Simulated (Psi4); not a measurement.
**GaHCl2 (SMILES [Cl][GaH][Cl]), step by step**

We compute a structure relaxation (singlet GaHCl2, B3LYP/cc-pVTZ), then the energy (doublet [GaHCl2]+, UB3LYP/cc-pVTZ), then a geometry optimisation (doublet [GaHCl2]+, UB3LYP/cc-pVTZ), then the energy (singlet GaHCl2, B3LYP/cc-pVTZ) of Cl2GaH. 

The results are computed with Psi4 1.11.

### Step 1. Starting point

GaHCl2 has 4 atoms, charge 0, and is taken as a singlet. SMILES: `[Cl][GaH][Cl]`. All atoms were displaced at random from a relaxed shape. The run starts from this shape.

Bond lengths: Cl1–Ga2 2.144 Å, Ga2–Cl3 2.031 Å, Ga2–H4 1.571 Å. Angles: Cl1–Ga2–Cl3 116.7°, Cl1–Ga2–H4 123.4°, Cl3–Ga2–H4 119.3°.

### Step 2. A geometry optimisation at B3LYP/cc-pVTZ (density fitting) (run 1)

Contents of cl2gah.dat:

```
memory 1600 MB

molecule {
  0 1
  Cl    -2.016386    -0.074961    -0.553773
  Ga     0.048609     0.146366    -0.019886
  Cl     1.010394    -1.522973     0.623762
  H      0.877491     1.452468    -0.295959
}

set basis cc-pVTZ

energy_value, wavefunction = optimize('b3lyp', return_wfn=True)
print_variables()
```

On the command line:

```console
$ psi4 cl2gah.dat cl2gah.out -n 1
```

cl2gah.out:

```text
[...]
  Running in c1 symmetry.
[...]
  Nuclear repulsion =  326.418230669908837
[...]
  Multiplicity = 1
[...]
  Nalpha       = 33
  Nbeta        = 33
[...]
    Number of basis functions: 125
[...]
   @DF-RKS iter   1: -2844.56853817549563   -1.72347e+00   1.75227e-02 DIIS/ADIIS
[...]
   @DF-RKS iter   7: -2846.11864710337159   -6.82121e-12   1.68100e-09 DIIS
[...]
  @DF-RKS Final Energy: -2846.11864710337159
   => Energetics <=
    Nuclear Repulsion Energy =            318.0712864924615815
    One-Electron Energy =               -4589.2776916037801129
    Two-Electron Energy =                1531.3375934589030294
    DFT Exchange-Correlation Energy =    -106.2498354509567093
    Empirical Dispersion Energy =           0.0000000000000000
    VV10 Nonlocal Energy =                  0.0000000000000000
    Total Energy =                      -2846.1186471033720409
[...]
  -Total Gradient:
     Atom            X                  Y                   Z
    ------   -----------------  -----------------  -----------------
       1        0.000043604909     0.000094166228    -0.000026065788
       2       -0.000082871599    -0.000070281765     0.000031165704
       3        0.000082074527     0.000020519899     0.000005201020
       4        0.000015662863     0.000058518866    -0.000026594345
[...]
```

On the terminal:

```text
Optimizer: Optimization complete!
```

Wall time 93 s (1 thread of AMD EPYC 7R43 (Zen 3), shared host); peak memory 0.97 GiB.

Steps, from the record of the run:

```csv
step,energy from the first frame kept (eV),largest force (eV/Å)
0,0.0000,2.3656
1,-0.1251,0.7183
2,-0.0663,1.1492
3,-0.1327,0.3823
4,-0.1478,0.0662
5,-0.1480,0.0181
6,-0.1479,0.0058
```

After the run. Bond lengths: Cl1–Ga2 2.147 Å, Ga2–Cl3 2.147 Å, Ga2–H4 1.545 Å. Angles: Cl1–Ga2–Cl3 115.3°, Cl1–Ga2–H4 122.3°, Cl3–Ga2–H4 122.4°.

### Step 3. The doublet cation: a single-point energy at UB3LYP/cc-pVTZ (density fitting) (run 2)

Contents of cl2gah.xyz:

```xyz
4
Cl2GaH
Cl    -2.032150    -0.044794    -0.523704
Ga     0.055380     0.167980    -0.068845
Cl     1.014647    -1.597057     0.689564
H      0.813827     1.498036    -0.274107
```

Contents of job.py:

```python
import psi4

psi4.set_memory(1600000000)
psi4.set_num_threads(1)
psi4.core.set_output_file('cl2gah.out', False)

with open('cl2gah.xyz') as f:
    atoms = ''.join(f.readlines()[2:])
geom = psi4.geometry('1 2\n' + atoms + '')

psi4.set_options({
    'basis': 'cc-pVTZ',
    'reference': 'uks',
})

e = psi4.energy("b3lyp")
print('E =', round(e, 9))
```

On the command line:

```console
$ python job.py
```

cl2gah.out:

```text
[...]
  Running in c1 symmetry.
[...]
  Nuclear repulsion =  318.071266628575643
[...]
  Multiplicity = 2
[...]
  Nalpha       = 33
  Nbeta        = 32
[...]
    Number of basis functions: 125
[...]
   @DF-UKS iter   1: -2844.16857767420470   -1.45444e+00   1.73985e-02 DIIS/ADIIS
[...]
   @DF-UKS iter  13: -2845.70394551432446   -1.70391e-07   5.36116e-07 DIIS
[...]
   @S^2 Observed:                7.567516149E-01
[...]
  @DF-UKS Final Energy: -2845.70394551432446
   => Energetics <=
    Nuclear Repulsion Energy =            318.0712666285756427
    One-Electron Energy =               -4573.0620527724167914
    Two-Electron Energy =                1515.2662618458418820
    DFT Exchange-Correlation Energy =    -105.9794212163245817
    Empirical Dispersion Energy =           0.0000000000000000
    VV10 Nonlocal Energy =                  0.0000000000000000
    Total Energy =                      -2845.7039455143244595
[...]
 Multipole Moments:
 ------------------------------------------------------------------------------------
     Multipole            Electronic (a.u.)      Nuclear  (a.u.)        Total (a.u.)
 ------------------------------------------------------------------------------------
 L = 1.  Multiply by 2.5417464519 to convert [e a0] to [Debye]
 Dipole X            :          0.4256378           -0.3133068            0.1123311
 Dipole Y            :          0.7462217           -0.5487007            0.1975210
 Dipole Z            :         -0.1132167            0.0830955           -0.0301212
 Magnitude           :                                                    0.2292162
[...]
```

On the terminal:

```text
E = -2845.703945514
```

Run time: 17 s. Hardware: 1 thread of AMD EPYC 7R43 (Zen 3), shared host; peak memory 0.91 GiB.

### Step 4. The doublet cation: a geometry optimisation at UB3LYP/cc-pVTZ (density fitting) (run 3)

Contents of calc.in:

```
memory 1.6 GB

molecule {
  1 2
  Cl
  Ga 1 2.14708
  Cl 2 2.147262 1 115.32265
  H 2 1.544805 1 122.31158 3 179.95683
  symmetry c1
}

set {
  basis     cc-pVTZ
  reference uks
}

energy_value, wavefunction = opt('b3lyp', return_wfn=True)
print_variables()
```

On the command line:

```console
$ psi4 calc.in calc.out -n 1
```

calc.out:

```text
[...]
  Running in c1 symmetry.
[...]
  Nuclear repulsion =  318.071226194719770
[...]
  Multiplicity = 2
[...]
  Nalpha       = 33
  Nbeta        = 32
[...]
    Number of basis functions: 125
[...]
   @DF-UKS iter   1: -2844.16857780455393   -1.45444e+00   1.73985e-02 DIIS/ADIIS
[...]
   @DF-UKS iter   9: -2845.72201676594977    5.00222e-12   2.61314e-09 DIIS
[...]
   @S^2 Observed:                7.548273035E-01
[...]
  @DF-UKS Final Energy: -2845.72201676594977
   => Energetics <=
    Nuclear Repulsion Energy =            323.5168053930563019
    One-Electron Energy =               -4584.0220088205996944
    Two-Electron Energy =                1520.7583057541814924
    DFT Exchange-Correlation Energy =    -105.9751190925876756
    Empirical Dispersion Energy =           0.0000000000000000
    VV10 Nonlocal Energy =                  0.0000000000000000
    Total Energy =                      -2845.7220167659493200
[...]
  -Total Gradient:
     Atom            X                  Y                   Z
    ------   -----------------  -----------------  -----------------
       1        0.000003725296     0.000048424220     0.000065683495
       2       -0.000015757791     0.000051647412     0.000065184470
       3        0.000003725593     0.000057363894     0.000060141600
       4        0.000008290589     0.000051700117     0.000062105826
[...]
```

The script printed:

```text
Optimizer: Optimization complete!
```

Run time: 3.4 min. Hardware: 1 thread of AMD EPYC 7R43 (Zen 3), shared host; peak memory 1 GiB.

The path in brief:

```csv
step,energy from the first frame kept (eV),largest force (eV/Å)
0,0.0000,1.7427
1,-0.1452,0.9554
2,-0.4426,0.4717
3,-0.2362,1.5478
4,-0.4848,0.4748
5,-0.4895,0.2686
6,-0.4819,0.2339
7,-0.4905,0.1418
8,-0.4917,0.0206
9,-0.4918,0.0104
10,-0.4917,0.0043
```

After the run. Bond lengths: Cl1–Ga2 2.203 Å, Ga2–Cl3 2.203 Å, Ga2–H4 1.525 Å. Angles: Cl1–Ga2–Cl3 79.3°, Cl1–Ga2–H4 140.4°, Cl3–Ga2–H4 140.4°.

### Step 5. The energy at B3LYP/cc-pVTZ (density fitting) (run 4)

Contents of job.in:

```
memory 1600 mb

molecule {
  0 1
  Cl    -1.754127     0.039398    -0.479600
  Ga     0.387515     0.257687    -0.012950
  Cl     0.062305    -1.852468     0.528752
  H      1.496084     1.303784    -0.047303
}


result, w = energy('b3lyp/cc-pVTZ', return_wfn=True)
print_variables()
```

On the command line:

```console
$ psi4 -n 1 job.in job.out
```

job.out:

```text
[...]
  Running in c1 symmetry.
[...]
  Nuclear repulsion =  323.516794602191226
[...]
  Multiplicity = 1
[...]
  Nalpha       = 33
  Nbeta        = 33
[...]
    Number of basis functions: 125
[...]
   @DF-RKS iter   1: -2844.67867546933439   -2.03613e+00   1.66961e-02 DIIS/ADIIS
[...]
   @DF-RKS iter   9: -2846.07989506924878   -1.24627e-07   5.13152e-07 DIIS
[...]
  @DF-RKS Final Energy: -2846.07989506924878
   => Energetics <=
    Nuclear Repulsion Energy =            323.5167946021912257
    One-Electron Energy =               -4600.5334929432528952
    Two-Electron Energy =                1537.1836068929937937
    DFT Exchange-Correlation Energy =    -106.2468036211808595
    Empirical Dispersion Energy =           0.0000000000000000
    VV10 Nonlocal Energy =                  0.0000000000000000
    Total Energy =                      -2846.0798950692487779
[...]
 Multipole Moments:
 ------------------------------------------------------------------------------------
     Multipole            Electronic (a.u.)      Nuclear  (a.u.)        Total (a.u.)
 ------------------------------------------------------------------------------------
 L = 1.  Multiply by 2.5417464519 to convert [e a0] to [Debye]
 Dipole X            :          2.3327247           -1.2298141            1.1029105
 Dipole Y            :          2.2021458           -1.1610837            1.0410621
 Dipole Z            :         -0.0701770            0.0367960           -0.0333809
 Magnitude           :                                                    1.5170156
[...]
```

Wall time 11 s (1 thread of AMD EPYC 7R43 (Zen 3), shared host); peak memory 0.91 GiB.

### Step 6. Results

```
                                                               quantity           value
                          run 1, B3LYP/cc-pVTZ: total energy at the end  -2846.11865 Eh
                                    run 1, B3LYP/cc-pVTZ: dipole moment          1.78 D
                                      run 1, B3LYP/cc-pVTZ: HOMO energy        -8.86 eV
                                      run 1, B3LYP/cc-pVTZ: LUMO energy        -2.05 eV
                                    run 1, B3LYP/cc-pVTZ: HOMO–LUMO gap         6.82 eV
                                    doublet cation, run 2: total energy  -2845.70395 Eh
              doublet cation, run 2: HOMO energy (highest over α and β)       -14.74 eV
               doublet cation, run 2: LUMO energy (lowest over α and β)       -13.72 eV
                                            doublet cation, run 2: ⟨S²⟩           0.757
                         doublet cation, run 3: total energy at the end  -2845.72202 Eh
              doublet cation, run 3: HOMO energy (highest over α and β)       -15.05 eV
               doublet cation, run 3: LUMO energy (lowest over α and β)       -12.24 eV
                                            doublet cation, run 3: ⟨S²⟩           0.755
                                     run 4, B3LYP/cc-pVTZ: total energy  -2846.07990 Eh
                                    run 4, B3LYP/cc-pVTZ: dipole moment          3.86 D
                                      run 4, B3LYP/cc-pVTZ: HOMO energy        -7.27 eV
                                      run 4, B3LYP/cc-pVTZ: LUMO energy        -2.35 eV
                                    run 4, B3LYP/cc-pVTZ: HOMO–LUMO gap         4.92 eV
adiabatic ionisation energy (to the doublet cation, no zero-point term)       10.793 eV
```

**Reading.** The adiabatic ionisation energy (to the doublet cation, no zero-point term) is 10.79 eV (1041 kJ/mol). The optimisation (run 1, B3LYP/cc-pVTZ) took 7 steps and changed the energy by -0.148 eV. The optimisation (doublet cation, run 3) took 11 steps and changed the energy by -0.492 eV.
